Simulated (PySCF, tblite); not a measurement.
# C6H15NSi: geometry, infrared bands, NMR shifts, electronic excitations and core binding energies, part 2 of 2

tblite 0.8.0 and PySCF 2.14.0. Atoms count from 0. The steps go on from the part before.

## (7) Shielding tensors: PBE/pcSseg-1

What the job is given:

```
{"job": {"kind": "nmr", "xc": "PBE", "basis": "pcSseg-1", "pop": false}, "charge": 0, "multiplicity": 1}
C     -2.296046    -0.357668     0.814771
C     -1.376098     0.091443    -0.317117
C     -1.960192    -0.313100    -1.666323
C      0.055187    -0.433832    -0.138815
C      0.662627    -0.074373     1.227537
N      2.089874    -0.309148     1.151187
Si     2.733982    -0.205769    -0.453881
C      1.032490     0.042777    -1.231767
H     -3.324530    -0.002042     0.648111
H     -1.972233     0.024407     1.793972
H     -2.331873    -1.458706     0.877376
H     -1.317400     1.196992    -0.290121
H     -1.366633     0.074813    -2.506759
H     -1.999428    -1.411434    -1.762599
H     -2.987182     0.067275    -1.780755
H      0.016518    -1.539520    -0.188201
H      0.412303     0.982429     1.468740
H      0.206667    -0.693024     2.019244
H      2.602302    -0.292323     2.021870
H      3.668652     0.942836    -0.702565
H      3.460884    -1.442144    -0.893140
H      0.885885     1.118912    -1.435066
H      0.890511    -0.491085    -2.182279
```

Method: GIAO PBE/pcSseg-1 NMR shielding, non-relativistic, gas phase.

Standard output:

```text
coarse grid: 18504 points
cycle   1  E = -581.1149850951  dE =  4.739e-01  |g| = 7.684e-01  |ddm| = 4.218e+00
cycle   2  E = -580.7719137702  dE =  3.431e-01  |g| = 1.379e+00  |ddm| = 2.405e+00
cycle   3  E = -581.2653188662  dE = -4.934e-01  |g| = 1.495e-01  |ddm| = 1.840e+00
cycle   4  E = -581.2702303347  dE = -4.911e-03  |g| = 6.151e-02  |ddm| = 2.313e-01
cycle   5  E = -581.2710585837  dE = -8.282e-04  |g| = 1.359e-02  |ddm| = 7.105e-02
cycle   6  E = -581.2710922271  dE = -3.364e-05  |g| = 7.847e-03  |ddm| = 2.336e-02
cycle   7  E = -581.2711065811  dE = -1.435e-05  |g| = 7.295e-04  |ddm| = 7.951e-03
cycle   8  E = -581.2711066933  dE = -1.122e-07  |g| = 3.475e-04  |ddm| = 1.077e-03
final grid: 170752 points
cycle   9  E = -581.3363177566  dE = -8.541e-05  |g| = 1.760e-02  |ddm| = 6.129e-02
cycle  10  E = -581.3361596186  dE =  1.581e-04  |g| = 3.020e-02  |ddm| = 4.763e-02
cycle  11  E = -581.3363960115  dE = -2.364e-04  |g| = 2.542e-03  |ddm| = 3.341e-02
cycle  12  E = -581.3363974199  dE = -1.408e-06  |g| = 7.580e-04  |ddm| = 3.301e-03
cycle  13  E = -581.3363975473  dE = -1.274e-07  |g| = 1.559e-04  |ddm| = 9.741e-04
cycle  14  E = -581.3363975523  dE = -5.008e-09  |g| = 6.837e-05  |ddm| = 2.488e-04
cycle  15  E = -581.3363975534  dE = -1.056e-09  |g| = 1.285e-05  |ddm| = 6.865e-05
cycle  16  E = -581.3363975534  dE = -4.593e-11  |g| = 3.273e-06  |ddm| = 1.912e-05
converged SCF energy = -581.3363975534

GIAO shielding tensors (ppm)
atom      isotropic    diamagn.    paramagn.     s11        s22        s33       span
  0 C      156.118     247.138     -91.020    140.995    146.937    180.421     39.426
  1 C      140.140     245.195    -105.055    124.984    141.055    154.382     29.397
  2 C      155.546     246.627     -91.082    140.383    146.105    180.150     39.767
  3 C      128.458     251.283    -122.825    111.006    119.914    154.455     43.449
  4 C      123.391     247.937    -124.546     99.779    118.767    151.626     51.847
  5 N      235.246     320.873     -85.627    180.879    219.609    305.251    124.371
  6 Si     356.191     880.471    -524.280    303.147    339.841    425.585    122.438
  7 C      163.638     251.372     -87.734    148.326    154.936    187.651     39.326
  8 H       30.286      29.223       1.064     25.923     27.905     37.030     11.107
  9 H       30.095      31.021      -0.926     24.581     29.887     35.816     11.234
 10 H       30.556      30.674      -0.117     27.466     28.443     35.760      8.294
 11 H       30.079      33.418      -3.338     27.909     28.747     33.581      5.672
 12 H       29.624      30.762      -1.138     24.322     29.719     34.830     10.507
 13 H       30.542      30.415       0.127     27.554     28.281     35.793      8.239
 14 H       30.258      29.012       1.246     26.162     27.738     36.875     10.713
 15 H       29.833      35.118      -5.285     27.579     28.462     33.458      5.880
 16 H       28.445      32.836      -4.391     22.740     29.243     33.351     10.612
 17 H       27.716      32.239      -4.524     21.650     29.309     32.189     10.539
 18 H       31.333      30.331       1.002     21.478     28.743     43.778     22.301
 19 H       25.996      27.914      -1.918     22.643     23.365     31.981      9.339
 20 H       26.003      28.111      -2.108     22.562     23.270     32.178      9.615
 21 H       30.649      32.405      -1.756     25.886     29.523     36.537     10.650
 22 H       29.938      31.648      -1.710     25.038     28.877     35.899     10.861
```

Run time: 2.9 min. Hardware: 1 thread of AMD EPYC, shared host; peak memory 0.87 GiB.

Key values: δ C4 56.6, C3 51.6, C1 39.9, C2 24.5, H19 5.20, H20 5.19 ppm.

## (8) X-ray photoelectron lines: SCAN, X2C

The job, as its differences from that of step 7:

```diff
@@ -1,2 +1,2 @@
-{"job": {"kind": "nmr", "xc": "PBE", "basis": "pcSseg-1", "pop": false}, "charge": 0, "multiplicity": 1}
+{"job": {"kind": "xps"}, "charge": 0, "multiplicity": 1}
 C     -2.296046    -0.357668     0.814771
```

Method: delta-SCF UKS SCAN, pcX-2 on the ionised atom, pcseg-1 elsewhere, spin-free X2C.

Standard output:

```text
ground state, core basis on atom 0 (C), 222 functions
  cycle   1  E = -582.26932586  |g| = 6.87e-01
  cycle   2  E = -582.10923700  |g| = 1.03e+00
  cycle   3  E = -582.39137333  |g| = 1.06e-01
  cycle   4  E = -582.39378626  |g| = 4.91e-02
  cycle   5  E = -582.39435313  |g| = 1.14e-02
  cycle   6  E = -582.39437885  |g| = 5.11e-03
  cycle   7  E = -582.39438541  |g| = 1.15e-03
  cycle   8  E = -582.39438451  |g| = 3.30e-04
  E(ground) = -582.44530314 Eh
hole in C 1s of atom 0
  cycle   1  E = -571.16172947  |g| = 1.51e+00
  cycle   2  E = -568.58451955  |g| = 2.33e+00
  cycle   3  E = -571.42023068  |g| = 7.75e-01
  cycle   4  E = -571.66585625  |g| = 3.54e-01
  cycle   5  E = -571.71963009  |g| = 1.14e-01
  cycle   6  E = -571.72508953  |g| = 2.71e-02
  cycle   7  E = -571.72542083  |g| = 1.19e-02
  cycle   8  E = -571.72549426  |g| = 3.92e-03
  cycle   9  E = -571.72550418  |g| = 1.28e-03
  cycle  10  E = -571.72550578  |g| = 6.75e-04
  cycle  11  E = -571.72550643  |g| = 3.32e-04
  E(ion) = -571.77534499 Eh   <S^2> = 0.7679   hole on atom = 1.000   binding energy = 290.344 eV
ground state, core basis on atom 1 (C), 222 functions
  cycle   1  E = -582.39565109  |g| = 5.92e-02
  cycle   2  E = -582.39559877  |g| = 2.48e-02
  cycle   3  E = -582.39565277  |g| = 2.00e-02
  cycle   4  E = -582.39575376  |g| = 1.12e-03
  cycle   5  E = -582.39575658  |g| = 3.26e-04
  E(ground) = -582.44657945 Eh
hole in C 1s of atom 1
  cycle   1  E = -571.14727141  |g| = 1.52e+00
  cycle   2  E = -568.47283042  |g| = 2.64e+00
  cycle   3  E = -571.51295178  |g| = 6.47e-01
  cycle   4  E = -571.64802474  |g| = 4.05e-01
  cycle   5  E = -571.72132802  |g| = 9.96e-02
  cycle   6  E = -571.72578454  |g| = 2.42e-02
  cycle   7  E = -571.72608048  |g| = 7.60e-03
  cycle   8  E = -571.72611294  |g| = 3.61e-03
  cycle   9  E = -571.72612162  |g| = 1.52e-03
  cycle  10  E = -571.72612421  |g| = 5.42e-04
  cycle  11  E = -571.72612344  |g| = 3.01e-04
  E(ion) = -571.77585474 Eh   <S^2> = 0.7706   hole on atom = 1.000   binding energy = 290.365 eV
ground state, core basis on atom 2 (C), 222 functions
  cycle   1  E = -582.39419695  |g| = 5.77e-02
  cycle   2  E = -582.39415361  |g| = 2.15e-02
  cycle   3  E = -582.39417425  |g| = 1.98e-02
  cycle   4  E = -582.39426464  |g| = 1.39e-03
  cycle   5  E = -582.39426448  |g| = 2.06e-04
  E(ground) = -582.44517129 Eh
hole in C 1s of atom 2
  cycle   1  E = -571.16322334  |g| = 1.51e+00
  cycle   2  E = -568.45604977  |g| = 2.35e+00
  cycle   3  E = -571.38080165  |g| = 8.16e-01
  cycle   4  E = -571.67122537  |g| = 3.40e-01
  cycle   5  E = -571.72032634  |g| = 1.17e-01
  cycle   6  E = -571.72595761  |g| = 3.03e-02
  cycle   7  E = -571.72636568  |g| = 1.16e-02
  cycle   8  E = -571.72643102  |g| = 3.95e-03
  cycle   9  E = -571.72644150  |g| = 1.30e-03
  cycle  10  E = -571.72644167  |g| = 7.44e-04
  cycle  11  E = -571.72644365  |g| = 2.97e-04
  E(ion) = -571.77638289 Eh   <S^2> = 0.7676   hole on atom = 1.000   binding energy = 290.313 eV
ground state, core basis on atom 3 (C), 222 functions
  cycle   1  E = -582.39571752  |g| = 5.81e-02
  cycle   2  E = -582.39568528  |g| = 2.03e-02
  cycle   3  E = -582.39569476  |g| = 1.95e-02
  cycle   4  E = -582.39579558  |g| = 1.38e-03
  cycle   5  E = -582.39579188  |g| = 4.62e-04
  E(ground) = -582.44664598 Eh
hole in C 1s of atom 3
  cycle   1  E = -571.14513765  |g| = 1.52e+00
  cycle   2  E = -570.03806827  |g| = 2.12e+00
  cycle   3  E = -571.66798433  |g| = 3.73e-01
  cycle   4  E = -571.71896193  |g| = 1.43e-01
  cycle   5  E = -571.72621163  |g| = 7.08e-02
  cycle   6  E = -571.72831989  |g| = 1.31e-02
  cycle   7  E = -571.72838835  |g| = 7.56e-03
  cycle   8  E = -571.72841990  |g| = 2.06e-03
  cycle   9  E = -571.72842447  |g| = 1.07e-03
  cycle  10  E = -571.72842594  |g| = 5.51e-04
  cycle  11  E = -571.72842635  |g| = 1.41e-04
  E(ion) = -571.77820575 Eh   <S^2> = 0.7712   hole on atom = 1.000   binding energy = 290.303 eV
ground state, core basis on atom 4 (C), 222 functions
  cycle   1  E = -582.39589405  |g| = 5.78e-02
  cycle   2  E = -582.39586672  |g| = 1.97e-02
  cycle   3  E = -582.39586773  |g| = 1.98e-02
  cycle   4  E = -582.39596103  |g| = 1.92e-03
  cycle   5  E = -582.39596261  |g| = 5.34e-04
  cycle   6  E = -582.39596375  |g| = 6.48e-05
  E(ground) = -582.44666328 Eh
hole in C 1s of atom 4
  cycle   1  E = -571.12752499  |g| = 1.51e+00
  cycle   2  E = -570.14738635  |g| = 2.03e+00
  cycle   3  E = -571.64495888  |g| = 3.55e-01
  cycle   4  E = -571.69166186  |g| = 1.20e-01
  cycle   5  E = -571.69746476  |g| = 5.24e-02
  cycle   6  E = -571.69874006  |g| = 8.97e-03
  cycle   7  E = -571.69877680  |g| = 6.49e-03
  cycle   8  E = -571.69879788  |g| = 2.73e-03
  cycle   9  E = -571.69880479  |g| = 1.13e-03
  cycle  10  E = -571.69880577  |g| = 3.73e-04
  E(ion) = -571.74828369 Eh   <S^2> = 0.7713   hole on atom = 1.000   binding energy = 291.118 eV
ground state, core basis on atom 5 (N), 222 functions
  cycle   1  E = -582.40972032  |g| = 7.43e-02
  cycle   2  E = -582.40966081  |g| = 2.71e-02
  cycle   3  E = -582.40960601  |g| = 3.18e-02
  cycle   4  E = -582.40981050  |g| = 4.13e-03
  cycle   5  E = -582.40981281  |g| = 5.66e-04
  cycle   6  E = -582.40981346  |g| = 1.12e-04
  E(ground) = -582.45896440 Eh
hole in N 1s of atom 5
  cycle   1  E = -566.85041709  |g| = 1.87e+00
  cycle   2  E = -566.08701439  |g| = 2.15e+00
  cycle   3  E = -567.50222432  |g| = 4.08e-01
  cycle   4  E = -567.55154990  |g| = 1.57e-01
  cycle   5  E = -567.56290770  |g| = 5.84e-02
  cycle   6  E = -567.56457069  |g| = 9.57e-03
  cycle   7  E = -567.56461162  |g| = 4.35e-03
  cycle   8  E = -567.56462188  |g| = 1.67e-03
  cycle   9  E = -567.56462327  |g| = 5.89e-04
  cycle  10  E = -567.56462343  |g| = 2.17e-04
  E(ion) = -567.61225402 Eh   <S^2> = 0.7650   hole on atom = 1.000   binding energy = 404.000 eV
ground state, core basis on atom 6 (Si), 233 functions
  cycle   1  E = -582.49362219  |g| = 2.88e-01
  cycle   2  E = -582.49368699  |g| = 4.08e-02
  cycle   3  E = -582.49367336  |g| = 3.21e-02
  cycle   4  E = -582.49382974  |g| = 8.72e-03
  cycle   5  E = -582.49384599  |g| = 1.46e-03
  cycle   6  E = -582.49384663  |g| = 1.89e-04
  E(ground) = -582.50347051 Eh
hole in Si 1s of atom 6
  cycle   1  E = -513.57874507  |g| = 4.35e+00
  cycle   2  E = -513.33516250  |g| = 2.29e+00
  cycle   3  E = -514.09548580  |g| = 9.25e-01
  cycle   4  E = -514.59074568  |g| = 3.02e-01
  cycle   5  E = -514.63019835  |g| = 1.33e-01
  cycle   6  E = -514.63898023  |g| = 3.44e-02
  cycle   7  E = -514.63938623  |g| = 1.83e-02
  cycle   8  E = -514.63953499  |g| = 5.86e-03
  cycle   9  E = -514.63954975  |g| = 1.42e-03
  cycle  10  E = -514.63955143  |g| = 5.95e-04
  cycle  11  E = -514.63955123  |g| = 1.53e-04
  E(ion) = -514.65712281 Eh   <S^2> = 0.7522   hole on atom = 1.000   binding energy = 1846.193 eV
hole in Si 2p of atom 6
  cycle   1  E = -578.23866116  |g| = 1.24e+00
  cycle   2  E = -577.96464207  |g| = 1.22e+00
  cycle   3  E = -578.49761905  |g| = 3.34e-01
  cycle   4  E = -578.55807470  |g| = 1.26e-01
  cycle   5  E = -578.56467046  |g| = 5.66e-02
  cycle   6  E = -578.56625468  |g| = 1.40e-02
  cycle   7  E = -578.56633210  |g| = 6.17e-03
  cycle   8  E = -578.56634988  |g| = 1.47e-03
  cycle   9  E = -578.56635054  |g| = 5.06e-04
  cycle  10  E = -578.56635012  |g| = 1.59e-04
  E(ion) = -578.58682886 Eh   <S^2> = 0.7520   hole on atom = 1.003   binding energy = 106.577 eV
  2p3/2 = 106.345 eV   2p1/2 = 106.969 eV
ground state, core basis on atom 7 (C), 222 functions
  cycle   1  E = -582.39554158  |g| = 6.18e-02
  cycle   2  E = -582.39553302  |g| = 2.78e-02
  cycle   3  E = -582.39565313  |g| = 1.92e-02
  cycle   4  E = -582.39574349  |g| = 3.79e-03
  cycle   5  E = -582.39574851  |g| = 5.42e-04
  cycle   6  E = -582.39575084  |g| = 1.87e-04
  E(ground) = -582.44673010 Eh
hole in C 1s of atom 7
  cycle   1  E = -571.16673215  |g| = 1.52e+00
  cycle   2  E = -570.33886546  |g| = 1.91e+00
  cycle   3  E = -571.69390701  |g| = 3.53e-01
  cycle   4  E = -571.73844474  |g| = 1.44e-01
  cycle   5  E = -571.74685443  |g| = 6.02e-02
  cycle   6  E = -571.74835883  |g| = 1.53e-02
  cycle   7  E = -571.74844291  |g| = 7.99e-03
  cycle   8  E = -571.74847667  |g| = 1.67e-03
  cycle   9  E = -571.74848002  |g| = 8.69e-04
  cycle  10  E = -571.74848125  |g| = 4.27e-04
  E(ion) = -571.79816560 Eh   <S^2> = 0.7685   hole on atom = 1.000   binding energy = 289.762 eV
```

Wall time 6.8 min (1 thread of AMD EPYC, shared host); peak memory 0.71 GiB.

Binding energies by hole, beside the orbital energy of the ground state; the difference holds orbital relaxation and, for a density functional, its self-interaction error:

```csv
hole,stands for,environment,ΔSCF (eV; 2p as the shell's mean),−ε (eV),⟨S²⟩
C1s on C0,C0,methyl carbon,290.34,273.3,0.768
C1s on C1,C1,sp3 CH,290.37,273.7,0.771
C1s on C2,C2,methyl carbon,290.31,273.3,0.768
C1s on C3,C3,sp3 CH in a ring,290.30,273.8,0.771
C1s on C4,C4,sp3 CH2 bonded to N,291.12,274.3,0.771
N1s on N5,N5,"nitrogen bonded to C, Si, H, in a 5-membered ring",404.00,385.3,0.765
Si1s on Si6,Si6,"silicon bonded to C, N, 2 H, in a 5-membered ring",1846.19,1793.1,0.752
Si2p on Si6,Si6,"silicon bonded to C, N, 2 H, in a 5-membered ring",106.55,95.9,0.752
C1s on C7,C7,sp3 CH2 bonded to Si,289.76,273.2,0.768
```

With the spin-orbit splitting: Si6 2p3/2 106.35, 2p1/2 106.97 eV. The table gives each 2p level as the mean over the whole 2p shell (two parts 2p3/2, one part 2p1/2), which differs a little from the single hole in the log.

## (9) Comparing the runs: NMR shifts

Shifts (ppm) of some atoms, chosen among heavy atoms and hydrogens apart, with basis size and wall time:

```csv
run,C4,C3,C1,H19,H20,N5,Si6,functions,time
PBE0/pcSseg-1,53.7,48.3,37.1,4.95,4.95,22.6,-19.6,218,95 s
PBE/pcSseg-1,56.6,51.6,39.9,5.20,5.19,29.8,-21.6,218,2.9 min
```

## (10) Summary of results

The summary covers parts 1 to 2.

| quantity | value |
| --- | --- |
| strongest single infrared mode (GFN2-xTB) | 2194 cm⁻¹, 479 km/mol |
| zero-point energy (GFN2-xTB) | 124.9 kcal/mol |
| point group | C1 |
| rotational constants (main isotopes) | 3.32, 1.04, 0.84 GHz |
| 13C shifts against TMS (PBE0/pcSseg-1) | 53.7, 48.3, 37.1, 23.8, 23.1, 14.8 ppm |
| 1H shifts against TMS (PBE0/pcSseg-1, means over atoms taken as alike) | 4.95, 4.95, 3.28, 2.54, 1.24, 1.12, 1.03, 0.97, 0.86, 0.44, -0.14 ppm |
| 15N shifts against NH3 (PBE0/pcSseg-1) | 22.6 ppm |
| 29Si shifts against TMS (PBE0/pcSseg-1) | -19.6 ppm |
| lowest singlet (PBE0/def2-SVPD) | 5.72 eV (217 nm), f = 0.005 |
| brightest single state of those computed | state 9, 7.72 eV, f = 0.130 |
| lowest triplet | 5.43 eV |
| vertical ionisation energy (ΔSCF) | 8.42 eV |
| C1s binding energies, SCAN/pcX-2 | C4 291.12, C1 290.37, C0 290.34, C2 290.31, C3 290.30, C7 289.76 eV |
| N1s binding energies, SCAN/pcX-2 | N5 404.00 eV |
| Si1s binding energies, SCAN/pcX-2 | Si6 1846.19 eV |
| Si2p binding energies, SCAN/pcX-2 | Si6 106.55 eV |
| range of the shift of N5 | 22.6 to 29.8 ppm |

Over 62 steps the energy fell by 0.289 eV; of the close pairs, C3–C4 changed most, 1.563 to 1.533 Å (GFN2-xTB). No mode is imaginary among the 63: a minimum at this level. The strongest single mode, at 2194 cm⁻¹, moves mainly H19. GFN2-xTB is a fitted tight-binding method: band positions and strengths are rough. Its intensities can rank the bands wrongly. The optimisation took 5 steps and gained 0.230 eV; among the close pairs (by a distance rule), Si6–H19 changed most, from 1.456 to 1.502 Å (PBE0/def2-SVP). At PBE0/pcSseg-1: The largest span, 120 ppm, is at N5, where the paramagnetic term is -79 ppm. The first singlet state (HOMO→LUMO 0.64, HOMO→LUMO+1 0.34) lies at 5.72 eV and is weak; of the 10 states computed, the strongest absorption comes from state 9 at 7.72 eV. The lowest triplet lies 0.29 eV below the lowest singlet (triplets in Tamm-Dancoff, singlets in full TDDFT). The orbital energy would give 6.50 eV for ionisation, ΔSCF gives 8.42 eV. The C1s levels kept as sound span 1.36 eV, from C7 (sp3 CH2 bonded to Si) up to C4 (sp3 CH2 bonded to N). In ppm, N5 moves most: its shift spreads over 7.2 ppm, from 22.6 (PBE0/pcSseg-1) to 29.8 (PBE/pcSseg-1).
